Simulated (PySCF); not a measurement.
**One shape, several levels: Si2H5SF (SMILES F[SiH2]S[SiH3])**

Wanted: a comparison of 6 runs (HF/STO-3G, HF/3-21G, HF/def2-SVP, B3LYP/6-31G*, PBE0/def2-SVP, SVWN5/aug-cc-pVDZ) of Si2H5SF. The job is set up through a Python script.

Program for the calculation: PySCF 2.14.0.

### Step 1. The system as given

The species is Si2H5SF (9 atoms), meant as a singlet with charge 0. As SMILES, `F[SiH2]S[SiH3]`. Geometry: relaxed at PBE0-D4/def2-TZVP. This is one conformer, not always the lowest.

Bond lengths: F1–Si2 1.594 Å, Si2–S3 2.123 Å, S3–Si4 2.141 Å, Si2–H5 1.481 Å, Si2–H6 1.481 Å, Si4–H7 1.485 Å, Si4–H8 1.485 Å, Si4–H9 1.481 Å. Some angles: F1–Si2–S3 106.6°, Si2–S3–Si4 97.4°, F1–Si2–H5 108.3°, F1–Si2–H6 108.3°, S3–Si2–H5 111.3°, S3–Si2–H6 111.3°, S3–Si4–H7 110.9°, S3–Si4–H8 110.9°, S3–Si4–H9 105.5°, H5–Si2–H6 110.9°.

### Step 2. Energy and forces at HF/STO-3G (run 1)

input.py reads:

```python
import pyscf.grad
from pyscf import gto, scf

mol = gto.M(
    atom='''
F     -1.923200     2.383400     0.314600
Si    -0.638900     1.443100     0.227100
S     -1.346200    -0.510100    -0.209900
Si     0.556000    -1.492900    -0.229500
H      0.237200     1.952600    -0.853000
H      0.057400     1.482200     1.533800
H      1.232200    -1.364200     1.086200
H      1.437100    -0.921900    -1.279500
H      0.262700    -2.914700    -0.521000
''',
    basis='sto-3g',
    charge=0,
    max_memory=1860,
    verbose=4,
)

mf = scf.RHF(mol)
mf.conv_tol = 1e-10
mf.kernel()
if not mf.converged:
    mf = mf.newton().run(mf.mo_coeff, mf.mo_occ)

energy = mf.e_tot
print('Final energy', energy)
grad = mf.Gradients().kernel()
mf.analyze()
```

Launch:

```console
$ OMP_NUM_THREADS=1 python input.py
```

Log:

```text
PySCF version 2.14.0

[... 75 lines left out ...]
Total Energy =                       -1065.387064451322658
[... 7 lines left out ...]
MO #1   energy= -90.6663137579609  occ= 2
[... 5 lines left out ...]
MO #7   energy= -6.21598981769889  occ= 2
[... 5 lines left out ...]
MO #13  energy= -4.04136523444115  occ= 2
[... 5 lines left out ...]
MO #19  energy= -0.683417885322996 occ= 2
[... 5 lines left out ...]
MO #25  energy= -0.434439624938745 occ= 2
[... 5 lines left out ...]
MO #31  energy= 0.401537373550931  occ= 0
[... 5 lines left out ...]
MO #37  energy= 0.58737357529778   occ= 0
[... 49 lines left out ...]
Dipole moment(X, Y, Z, Debye):  1.92939, -0.30172,  0.10008
```

It took 5.1 s on 1 thread of Intel Xeon at 2.50GHz (Skylake/Cascade Lake), shared host; peak memory 0.12 GiB.

### Step 3. Energy and gradient at HF/3-21G (run 2)

start.xyz reads:

```xyz
9
FH5SSi2
F     -1.923200     2.383400     0.314600
Si    -0.638900     1.443100     0.227100
S     -1.346200    -0.510100    -0.209900
Si     0.556000    -1.492900    -0.229500
H      0.237200     1.952600    -0.853000
H      0.057400     1.482200     1.533800
H      1.232200    -1.364200     1.086200
H      1.437100    -0.921900    -1.279500
H      0.262700    -2.914700    -0.521000
```

calc.py reads:

```python
# F[SiH2]S[SiH3]
from pyscf import gto

molecule = gto.Mole()
molecule.atom = 'start.xyz'
molecule.basis = '3-21g'
molecule.verbose = 3
molecule.spin = 0
molecule.max_memory = 1860
molecule.build()

hf = molecule.RHF()
hf.conv_tol = 1e-10
hf.kernel()
if not hf.converged:
    hf = hf.newton().run(hf.mo_coeff, hf.mo_occ)

e_tot = hf.e_tot
print('Final energy', e_tot)
grad = hf.nuc_grad_method().kernel()
dip = hf.dip_moment()
pop, q = hf.mulliken_pop()
```

Launch:

```console
$ OMP_NUM_THREADS=1 python calc.py
```

Log:

```text
converged SCF energy = -1072.22768903875
Final energy -1072.2276890387473
--------------- RHF gradients ---------------
         x                y                z
0 F     0.0236789969    -0.0202146802    -0.0022140620
1 Si    -0.0204148883    -0.0252806127    -0.0062658414
2 S     0.0257285286     0.0098896195     0.0042058329
3 Si    -0.0261527104     0.0331427045     0.0039666286
4 H    -0.0005366251     0.0039155937    -0.0015313510
5 H    -0.0008239251     0.0031004603     0.0028046880
6 H     0.0003907522    -0.0017716434     0.0005941151
7 H     0.0005289125    -0.0014797329    -0.0011226765
8 H    -0.0023990413    -0.0013017088    -0.0004373336
----------------------------------------------
Dipole moment(X, Y, Z, Debye):  3.79993, -0.47597,  0.22261
 ** Mulliken pop  **
pop of  0 F 1s            1.98464
pop of  0 F 2s            0.43920
pop of  0 F 3s            1.54293
pop of  0 F 2px           0.78461
pop of  0 F 2py           0.81852
pop of  0 F 2pz           0.86345
pop of  0 F 3px           0.99420
pop of  0 F 3py           1.02072
pop of  0 F 3pz           1.05254
pop of  1 Si 1s           1.99856
pop of  1 Si 2s           1.97325
pop of  1 Si 3s           0.71262
pop of  1 Si 4s           0.39970
pop of  1 Si 2px          1.95538
pop of  1 Si 2py          1.95447
pop of  1 Si 2pz          1.95940
pop of  1 Si 3px          0.44660
pop of  1 Si 3py          0.45194
pop of  1 Si 3pz          0.58598
pop of  1 Si 4px          0.06203
pop of  1 Si 4py          0.03568
pop of  1 Si 4pz          0.17400
pop of  2 S 1s            1.99859
pop of  2 S 2s            1.96230
pop of  2 S 3s            0.94863
pop of  2 S 4s            1.10543
pop of  2 S 2px           1.96127
pop of  2 S 2py           1.96014
pop of  2 S 2pz           1.96710
pop of  2 S 3px           0.77323
pop of  2 S 3py           0.77071
pop of  2 S 3pz           0.93396
pop of  2 S 4px           0.76756
pop of  2 S 4py           0.60719
pop of  2 S 4pz           0.97008
pop of  3 Si 1s           1.99864
pop of  3 Si 2s           1.97519
pop of  3 Si 3s           0.69642
pop of  3 Si 4s           0.55925
pop of  3 Si 2px          1.95592
pop of  3 Si 2py          1.95727
pop of  3 Si 2pz          1.95854
pop of  3 Si 3px          0.50188
pop of  3 Si 3py          0.55567
pop of  3 Si 3pz          0.56415
pop of  3 Si 4px          0.06477
pop of  3 Si 4py          0.20925
pop of  3 Si 4pz          0.20756
pop of  4 H 1s            0.43128
pop of  4 H 2s            0.77482
pop of  5 H 1s            0.43125
pop of  5 H 2s            0.77566
pop of  6 H 1s            0.42417
pop of  6 H 2s            0.72909
pop of  7 H 1s            0.42418
pop of  7 H 2s            0.72929
pop of  8 H 1s            0.42290
pop of  8 H 2s            0.71623
 ** Mulliken atomic charges  **
charge of    0F =     -0.50082
charge of    1Si =      1.29039
charge of    2S =     -0.72619
charge of    3Si =      0.79550
charge of    4H =     -0.20610
charge of    5H =     -0.20690
charge of    6H =     -0.15326
charge of    7H =     -0.15348
charge of    8H =     -0.13913
```

It took 5.1 s on 1 thread of Intel Xeon at 2.50GHz (Skylake/Cascade Lake), shared host; peak memory 0.13 GiB.

Runs 3 to 4 aren't shown in full; the table further down has their settings and results.

### Step 4. Energy and forces at PBE0/def2-SVP (run 5)

run.py reads:

```python
from pyscf import gto, dft

mol = gto.M(
    atom='''
F     -1.923200     2.383400     0.314600
Si    -0.638900     1.443100     0.227100
S     -1.346200    -0.510100    -0.209900
Si     0.556000    -1.492900    -0.229500
H      0.237200     1.952600    -0.853000
H      0.057400     1.482200     1.533800
H      1.232200    -1.364200     1.086200
H      1.437100    -0.921900    -1.279500
H      0.262700    -2.914700    -0.521000
''',
    charge=0,
    basis='def2-svp',
    max_memory=1860,
    verbose=3,
    spin=0,
)

mf = dft.RKS(mol, xc='pbe0')
mf.grids.level = 5
mf.conv_tol = 1e-10
mf.kernel()
if not mf.converged:
    mf = mf.newton().run(mf.mo_coeff, mf.mo_occ)

energy = mf.e_tot
print('E(%s) = %.9f' % ('PBE0', energy))
grad = mf.nuc_grad_method().kernel()
mf.analyze()
```

Launch:

```console
$ OMP_NUM_THREADS=1 python run.py
```

Log:

```text
converged SCF energy = -1079.24876928346
[... 14 lines left out ...]
MO #5   energy= -8.00953500562451  occ= 2
[... 10 lines left out ...]
MO #16  energy= -3.7020436685596   occ= 2
[... 10 lines left out ...]
MO #27  energy= -0.362657613504192 occ= 2
[... 10 lines left out ...]
MO #38  energy= 0.207278448022953  occ= 0
[... 10 lines left out ...]
MO #49  energy= 0.495037767549258  occ= 0
[... 10 lines left out ...]
MO #60  energy= 0.789271125862598  occ= 0
[... 10 lines left out ...]
MO #71  energy= 1.2777399181329    occ= 0
[... 10 lines left out ...]
MO #82  energy= 1.73871761998618   occ= 0
[... 10 lines left out ...]
MO #93  energy= 3.55466129095238   occ= 0
[... 10 lines left out ...]
Dipole moment(X, Y, Z, Debye):  2.06753, -0.67495,  0.03892
```

Wall time 59 s (1 thread of Intel Xeon at 2.50GHz (Skylake/Cascade Lake), shared host); peak memory 0.91 GiB.

### Step 5. Energy and gradient at SVWN5/aug-cc-pVDZ (run 6)

calc.py reads:

```python
import pyscf.grad
from pyscf import gto, dft

system = gto.M(
    atom='''
F     -3.634321     4.503973     0.594508
Si    -1.207346     2.727064     0.429157
S     -2.543949    -0.963949    -0.396654
Si     1.050688    -2.821172    -0.433692
H      0.448243     3.689879    -1.611936
H      0.108470     2.800952     2.898462
H      2.328521    -2.577964     2.052621
H      2.715725    -1.742139    -2.417905
H      0.496431    -5.507985    -0.984547
''',
    basis='aug-cc-pvdz',
    unit='bohr',
    charge=0,
    verbose=3,
    max_memory=1860,
)

mf = dft.RKS(system)
mf.xc = 'svwn'
mf.grids.level = 5
mf.conv_tol = 1e-10
mf.kernel()
if not mf.converged:
    mf = mf.newton().run(mf.mo_coeff, mf.mo_occ)

etot = mf.e_tot
print('Final energy', etot)
grad = mf.Gradients().kernel()
dip = mf.dip_moment()
pop, q = mf.mulliken_pop()
```

Launch:

```console
$ OMP_NUM_THREADS=1 python calc.py
```

Log:

```text
converged SCF energy = -1075.76764254341
Final energy -1075.7676425434101
[... 8 lines left out ...]
Dipole moment(X, Y, Z, Debye):  1.92644, -0.78670,  0.00537
[... 159 lines left out ...]
charge of    8H =      0.35013
```

Wall time 1.8 min (1 thread of Intel Xeon at 2.50GHz (Skylake/Cascade Lake), shared host); peak memory 1.1 GiB.

### Step 6. The series

| run | level | integration grid | energy (Eh) | dipole moment (D) | HOMO energy (eV) | LUMO energy (eV) | wall time |
| --- | --- | --- | --- | --- | --- | --- | --- |
| 1 | HF/STO-3G | – | -1065.387064 | 1.96 | -7.03 | 10.62 | 5.1 s |
| 2 | HF/3-21G | – | -1072.227689 | 3.84 | -10.66 | 2.83 | 5.1 s |
| 3 | HF/def2-SVP | – | -1077.459602 | 2.55 | -10.54 | 3.09 | 20 s |
| 4 | B3LYP/6-31G* (spherical functions) | 5 | -1080.115149 | 2.31 | -7.35 | -0.43 | 54 s |
| 5 | PBE0/def2-SVP | 5 | -1079.248769 | 2.18 | -7.70 | -0.37 | 59 s |
| 6 | SVWN5/aug-cc-pVDZ | 5 | -1075.767643 | 2.08 | -6.58 | -1.77 | 1.8 min |

### Step 7. Summary of results

| quantity | value |
| --- | --- |
| run 6: total energy | -1075.76764 Eh |
| run 6: dipole moment | 2.08 D |
| run 6: HOMO energy | -6.58 eV |
| run 6: LUMO energy | -1.77 eV |
| run 6: HOMO–LUMO gap | 4.82 eV |
| run 6: largest force on an atom | 1.683 eV/Å |

What this shows: The dipole moment (its size) runs from 1.96 D (HF/STO-3G) to 3.84 D (HF/3-21G). The HOMO–LUMO gap runs from 4.82 eV (SVWN5/aug-cc-pVDZ) to 17.65 eV (HF/STO-3G). The two ends differ in method and basis. Totals of different functionals can't be ranked against each other. In run 1 the basis is minimal, so the values are rough. All runs together took 4.2 min, the longest 1.8 min.
